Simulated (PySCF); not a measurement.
# CsK+: bond curves at several levels of theory

The task here is to estimate one member of a computed series from the others.

The runs use PySCF 2.14.0; Cs def2-SVPD with ECP46, K def2-SVPD, scalar-relativistic core potentials.

Set-up of the first run:

A driver script around PySCF takes these settings:

```json
{
  "atoms": "Cs, K",
  "charge": "1",
  "basis": "Cs def2-SVPD with ECP46, K def2-SVPD",
  "Hamiltonian": "scalar-relativistic core potentials",
  "basis functions": "54",
  "electrons treated": "27",
  "masses in u": "132.9054, 38.9637",
  "levels": "PBE0, PBE, r²SCAN, r²SCANh, TPSSh, PW91, LC-ωPBE, HF, MP2, SCS-MP2, CCSD, CCSD(T)",
  "grid": "80 radial by 434 angular points",
  "occupations": "held fixed by the projection of orbital angular momentum",
  "dissociation limit": "Cs+ + K, each in its ground configuration",
  "starting distance in angstrom": "4.250",
  "values of 2S to try": "1, 3"
}
```

On the command line:

```console
> OMP_NUM_THREADS=1 python dia.py task.json out
```

Among the steps run: Set-up; PBE0 along the bond; PBE (GGA); r²SCAN; r²SCANh (hybrid meta-GGA); TPSSh (hybrid meta-GGA); PW91 (GGA); LC-ωPBE; UHF; Correlated methods on the Hartree–Fock reference.

One table of the session follows, with a row left open; its other results are not shown here.

Energy (eV) from each level's lowest point:

```
R (Å)    UHF  UHF-MP2  UHF-SCS-MP2  UHF-CCSD  UHF-CCSD(T)
4.326  0.174    0.106        0.116       n/a          n/a
4.527  0.100    0.053        0.060     0.050        0.049
4.728  0.050    0.020        0.024     0.018        0.017
4.879  0.025    0.006        0.009     0.005        0.005
5.030  0.009    0.000        0.001     0.000        0.000
5.181  0.001    0.000        0.000     0.001        0.001
5.382      ?        ?            ?         ?            ?
5.634  0.011    0.029        0.026     0.032        0.033
5.935  0.037    0.065        0.060     0.068        0.069
6.338  0.084    0.123        0.116       n/a          n/a
```

Q: Estimate the row for R (Å) = 5.382 from the others.

Worked estimate for «UHF». A straight line through the neighbours (5.181, 0.001) and (5.634, 0.011) gives 0.001 + (0.011 − 0.001) × (5.382 − 5.181) / (5.634 − 5.181) = 0.005; a parabola fitted to 4 rows on both sides gives 0.001.

The run gave: UHF: 0.000; UHF-MP2: 0.009; UHF-SCS-MP2: 0.007; UHF-CCSD: 0.011; UHF-CCSD(T): 0.011. In «UHF» the line misses by +0.005 and the parabola by +0.001.
